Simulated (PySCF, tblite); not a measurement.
# C₃H₁₁BN₂Si: geometry, infrared bands and NMR shifts

What infrared bands and NMR shifts should C₃H₁₁BN₂Si (`C#C[B@@H-]([NH3+])C[SiH2]N`) show?

Computed with tblite 0.8.0 and PySCF 2.14.0, with density-fitted response routines of our own, on a single molecule in the gas phase. Atoms count from 0, in the outputs and in this text.

**1. The starting structure**

18 atoms, charge 0, multiplicity 1; geometry from: force field or distance geometry start.

Bonds of the start (Å): C0–C1 1.20, C1–B2 1.56, B2–N3 1.55, B2–C4 1.57, C4–Si5 1.87, Si5–N6 1.80, C0–H7 1.07, B2–H8 1.20, N3–H9 1.04, N3–H10 1.04, N3–H11 1.04, C4–H12 1.10, C4–H13 1.14, Si5–H14 1.48, Si5–H15 1.46, N6–H16 1.04, N6–H17 1.04.

**2. Relaxing the molecule with GFN2-xTB**

The job: settings as JSON, then the geometry in Å.

```
{"job": {"kind": "relax", "xc": "GFN2-xTB", "basis": "xTB"}, "charge": 0, "multiplicity": 1}
C     -2.800300     2.158300    -0.029100
C     -1.990000     1.303500     0.213800
B     -0.924000     0.206700     0.538900
N     -1.484700    -1.165100     0.098200
C      0.401700     0.411500    -0.269900
Si     1.663600    -0.862600     0.246700
N      3.290700    -0.104200     0.192300
H     -3.522500     2.909700    -0.260100
H     -0.715700     0.216800     1.724300
H     -1.631000    -1.075800    -0.930400
H     -0.752000    -1.861700     0.331100
H     -2.383800    -1.330100     0.592500
H      0.837500     1.414200    -0.199200
H      0.167200     0.207500    -1.364100
H      1.386100    -1.329300     1.619800
H      1.663800    -1.998000    -0.674300
H      3.371500     0.436800    -0.690200
H      3.413200     0.468100     1.053800
```

The run is started by

```bash
$ OMP_NUM_THREADS=1 python probes_run.py task.json out
```

This one command runs all jobs of the session in turn.

**Question.** This job is followed by: GFN2-xTB harmonic vibrations, gas phase; GIAO PBE0/pcSseg-1 NMR shielding, non-relativistic, gas phase. Predict these results of the whole session: strongest single infrared mode (GFN2-xTB); zero-point energy (GFN2-xTB); ¹³C shifts against TMS (PBE0/pcSseg-1); ¹H shifts against TMS (PBE0/pcSseg-1, means over atoms taken as alike); ¹¹B shifts against BF3·OEt2 (PBE0/pcSseg-1); ¹⁵N shifts against NH3 (PBE0/pcSseg-1); ²⁹Si shifts against TMS (PBE0/pcSseg-1).

The runs gave:

| quantity | value |
| --- | --- |
| strongest single infrared mode (GFN2-xTB) | 2051 cm⁻¹, 478 km/mol |
| zero-point energy (GFN2-xTB) | 86.8 kcal/mol |
| ¹³C shifts against TMS (PBE0/pcSseg-1) | 104.9, 92.6, 16.7 ppm |
| ¹H shifts against TMS (PBE0/pcSseg-1, means over atoms taken as alike) | 4.77, 4.67, 2.69, 2.57, 1.77, 0.27, -0.01, -0.06 ppm |
| ¹¹B shifts against BF3·OEt2 (PBE0/pcSseg-1) | -22.2 ppm |
| ¹⁵N shifts against NH3 (PBE0/pcSseg-1) | 56.9, 11.1 ppm |
| ²⁹Si shifts against TMS (PBE0/pcSseg-1) | -28.7 ppm |

**Reading.** The optimisation took 154 steps and gained 0.575 eV; among the close pairs (by a distance rule), B2–N3 changed most, from 1.546 to 1.662 Å. All 48 modes are real, so the xTB geometry is a minimum. The strongest single mode, at 2051 cm⁻¹, moves mainly H15. GFN2-xTB is a fitted tight-binding method: band positions and strengths are rough. Its intensities can rank the bands wrongly. At PBE0/pcSseg-1: The largest span, 327 ppm, is at C1, where the paramagnetic term is -177 ppm.
